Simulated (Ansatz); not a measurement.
**CH5FO2Si: one species, many methods**

How much do the methods differ for CH5FO2Si? The plan is to run it at one geometry with functionals of several rungs and with coupled cluster, and see how far each lands from CCSD(T) at the basis-set limit for the atomisation energy.

Computed with Ansatz 0.2.0, Gaussian basis. Level: functionals in def2-TZVPP, the program's frozen cores in correlated methods.

Levels to be run: PBE-D4, r2SCAN-D4, PBE0-D4, B3LYP-D4, ωB97X-V, ωB97M-V, B2PLYP; CCSD(T)/def2-TZVPP; MP2/def2-QZVPP; extrapolation to the limit.

## (1) The geometry

The geometry comes from an earlier relaxation with PBE0-D4 in a triple-zeta def2 set; it is a stationary point, not always the lowest conformer.

SMILES `OCO[SiH2]F`, 10 atoms, charge 0, spin multiplicity 1.

Atoms are counted from 1 here; the program's logs count them from 0.

Bond lengths: O1–C2 1.390 Å, O1–H6 0.962 Å, C2–O3 1.406 Å, C2–H7 1.093 Å, C2–H8 1.095 Å, O3–Si4 1.633 Å, Si4–F5 1.596 Å, Si4–H9 1.476 Å, Si4–H10 1.478 Å. Angles: C2–O1–H6 108.9°, O1–C2–O3 112.8°, O1–C2–H7 106.0°, O1–C2–H8 112.0°, O3–C2–H7 110.0°, O3–C2–H8 106.2°, H7–C2–H8 109.9°, C2–O3–Si4 125.6°, O3–Si4–F5 110.1°, O3–Si4–H9 105.5°, O3–Si4–H10 112.9°, F5–Si4–H9 108.8°, F5–Si4–H10 106.9°, H9–Si4–H10 112.7°.

## (2) PBE-D4 (GGA)

in.yaml reads:

```yaml
crystal:
  periodic: [false, false, false]
  atoms:
    - {symbol: O, position_ang: [1.478304, -0.779583, 0.507470]}
    - {symbol: C, position_ang: [0.284803, -1.228209, -0.044901]}
    - {symbol: O, position_ang: [-0.768693, -0.311059, 0.116865]}
    - {symbol: Si, position_ang: [-0.696821, 1.287304, -0.211913]}
    - {symbol: F, position_ang: [-0.218851, 1.516217, -1.717595]}
    - {symbol: H, position_ang: [1.397483, -0.779492, 1.465958]}
    - {symbol: H, position_ang: [0.484157, -1.383879, -1.107832]}
    - {symbol: H, position_ang: [-0.052555, -2.164411, 0.411158]}
    - {symbol: H, position_ang: [-2.080658, 1.780693, -0.072729]}
    - {symbol: H, position_ang: [0.255931, 2.011218, 0.656416]}
basis:
  gaussian: {orbitals: def2-TZVPP}
hamiltonian: {xc: pbe, dispersion: d4}
output: {forces: true, orbitals: {seedname: orbitals}}
```

Launch:

```console
> ansatz run in.yaml --threads 4 --pin off --events-out ev --progress --plain --max-ram 10444MiB
```

The runs that follow: r2SCAN-D4 (meta-GGA); PBE0-D4 (hybrid); B3LYP-D4 (hybrid); ωB97X-V (range-separated); ωB97M-V (range-separated); B2PLYP (double hybrid); CCSD(T) in def2-TZVPP; MP2 in def2-QZVPP.

**Question.** What will the summary of the whole plan be? Wanted: atomisation energy, CCSD(T)/CBS; farthest; mean size of error, hybrid; mean size of error, range-separated; gap, smallest and largest; T1 diagnostic; triples share of the correlation energy.

The runs gave:

```
                               quantity                                 value
        atomisation energy, CCSD(T)/CBS                         3834.6 kJ/mol
 functionals within 19.2 kJ/mol (0.5 %)           r2SCAN-D4, ωB97X-V, ωB97M-V
                               farthest                 B2PLYP (-58.7 kJ/mol)
             mean size of error, hybrid                           44.3 kJ/mol
    mean size of error, range-separated                            7.6 kJ/mol
              gap, smallest and largest  6.95 eV (PBE-D4), 14.00 eV (ωB97X-V)
                          T1 diagnostic                                0.0118
triples share of the correlation energy                                 3.3 %
```

PBE-D4 misses by +34.7 kJ/mol. Double hybrids carry the basis error of their MP2 part in triple zeta, and no dispersion term here, so their miss is partly the set-up's. Misses under about 19.2 kJ/mol are within the doubt on the reference itself, which lacks core-valence correlation, relativity and higher excitations. Hartree-Fock recovers 71 % of the binding; the rest is correlation. Orbital gaps span 6.9 to 14.0 eV; exact exchange widens them.
